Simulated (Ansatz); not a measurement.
**ZrH4 (singlet): wave-function methods side by side, def2-SVP**

One table from this session's results is given with a row withheld; the runs are named, their logs left out.

The runs use Ansatz 0.2.0, Gaussian basis; def2-SVP, core rule «outside noble gas», up to 4 orbitals frozen.

To be run: UHF; CCSD(T) on RHF; CISD; CCSDT(Q) on RHF.

20 further runs of the same task are left out: 11 for a known fault of the program, 3 that didn't finish, 6 set aside as unsound or not needed. Runs told in other sessions of the task aren't counted.

## The system

The geometry is a PBE0/def2-TZVP stationary point (not a proven minimum). No spin-orbit coupling is included. Elements past krypton take def2 core potentials.

5 atoms, charge 0, spin multiplicity 1.

Atoms are counted from 1 here; the program's logs count them from 0.

Bond lengths: Zr1–H2 1.844 Å, Zr1–H3 1.844 Å, Zr1–H4 1.844 Å, Zr1–H5 1.844 Å. Angles: H2–Zr1–H3 109.5°, H2–Zr1–H4 109.5°, H2–Zr1–H5 109.5°, H3–Zr1–H4 109.5°, H3–Zr1–H5 109.5°, H4–Zr1–H5 109.5°.

Set-up of the first run:

Contents of in.yaml:

```yaml
crystal:
  periodic: [false, false, false]
  atoms:
    - {symbol: Zr, position_ang: [0.000000, 0.000000, 0.000000]}
    - {symbol: H, position_ang: [1.062984, 1.066304, 1.064342]}
    - {symbol: H, position_ang: [-1.066778, -1.062111, 1.064739]}
    - {symbol: H, position_ang: [-1.062307, 1.062780, -1.068534]}
    - {symbol: H, position_ang: [1.066101, -1.066973, -1.060547]}
basis:
  gaussian: {orbitals: def2-SVP}
magnetization: {spin_polarized: true, initial_magnetization: 0}
hamiltonian: {xc: hf}
output: {orbitals: {seedname: orbitals}}
```

The run is started by

```sh
ansatz run in.yaml --threads 1 --pin off --events-out ev --progress --plain --max-ram 2393MiB
```

Steps of the session up to this table: UHF; CCSD(T) on RHF; CISD; CCSDT(Q) on RHF.

One table of the session follows, with a row left open; its other results are not shown here.

```
   method  from RCCSDT(Q) (meV)
      RHF               +3857.2
     RMP2                +898.0
     CISD                +300.5
    RCCSD                 +91.0
 RCCSD(T)                     ?
   RCCSDT                  -0.3
RCCSDT(Q)                     0
```

Q: Estimate the row for RCCSD(T) from the others.

As computed: from RCCSDT(Q) (meV): +18.6. In the column «from RCCSDT(Q) (meV)» it lies between RCCSDT(Q) (0) and RCCSD (+91.0).

With the free atoms at the same levels and basis (separate runs), the atomisation energy is 11.588 eV at RCCSDT(Q), 11.598 eV at RCCSD(T), 9.086 eV at RHF.
